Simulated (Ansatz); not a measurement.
This script makes a ladder of basis sets of AgP with Ansatz 0.2.0 through its Python package.

`agp.xyz`
```text
2

Ag    0.00000    0.00000    0.00000
P     0.00000    0.00000    2.40000
```

`basis_agp.py`:
```python
"""Basis-set convergence for AgP."""

import warnings

import ansatz as az


def main() -> None:
    warnings.simplefilter("ignore", az.DeckWarning)

    geometry = az.Crystal.molecule_from_extxyz("agp.xyz")

    setup = geometry.calculation()
    setup = setup.functional("HF")
    setup = setup.spin("collinear", total=2)
    setup = setup.scf(lower_state_search="light")

    energies = {}
    for basis in ["def2-SVP", "def2-SVPD", "def2-TZVP", "def2-TZVPP"]:
        report = setup.basis(gaussian=basis).run().report
        size = report["n_frozen"] + report["n_occupied"][0] + report["n_virtual"][0]
        energies[basis] = (report["reference_energy_ev"] / 27.211386246, report["free_energy_ev"] / 27.211386246)
        print(f"{basis:14s} {size:4d} orbitals  reference {energies[basis][0]:14.6f} Ha  total {energies[basis][1]:14.6f} Ha")

    last = energies["def2-TZVPP"][1]
    for basis, (_, total) in energies.items():
        print(f"{basis:14s} lies {27.211386 * (total - last):9.4f} eV above def2-TZVPP")


if __name__ == "__main__":
    main()
```

How far does the total energy move along this ladder of basis sets?

Against def2-SVP: def2-SVPD -3.0 mHa, def2-TZVP -148.2 mHa and def2-TZVPP -148.8 mHa. The last step alone is -0.66 mHa (these two sets differ little on atoms other than hydrogen). From the first set to the last the time grows from 1.3 to 4.3 s.

What the script printed:

Output of `python basis_agp.py`:
```text
def2-SVP         49 orbitals  reference    -486.689632 Ha  total    -486.689632 Ha
def2-SVPD        58 orbitals  reference    -486.692674 Ha  total    -486.692674 Ha
def2-TZVP        77 orbitals  reference    -486.837797 Ha  total    -486.837797 Ha
def2-TZVPP       98 orbitals  reference    -486.838456 Ha  total    -486.838456 Ha
def2-SVP       lies    4.0497 eV above def2-TZVPP
def2-SVPD      lies    3.9669 eV above def2-TZVPP
def2-TZVP      lies    0.0179 eV above def2-TZVPP
def2-TZVPP     lies    0.0000 eV above def2-TZVPP
```

Reading the output:
- The settings weren't tested for convergence.
- The geometry is a force-field or estimated start, not a minimum of this method, and the last set is no limit. Much of the fall in a total is atomic energy, which cancels in bond and reaction energies.
- def2 sets replace the cores of elements past krypton by effective core potentials.
- The species is open-shell (spin multiplicity 3).
- The spin state was assumed, and another may lie lower.
- The whole script took 10 s on 1 thread of Arm Neoverse V2, with other jobs on the host, peak memory 0.23 GiB.

(Lines on the test bed's own set-up are left out of the output.)
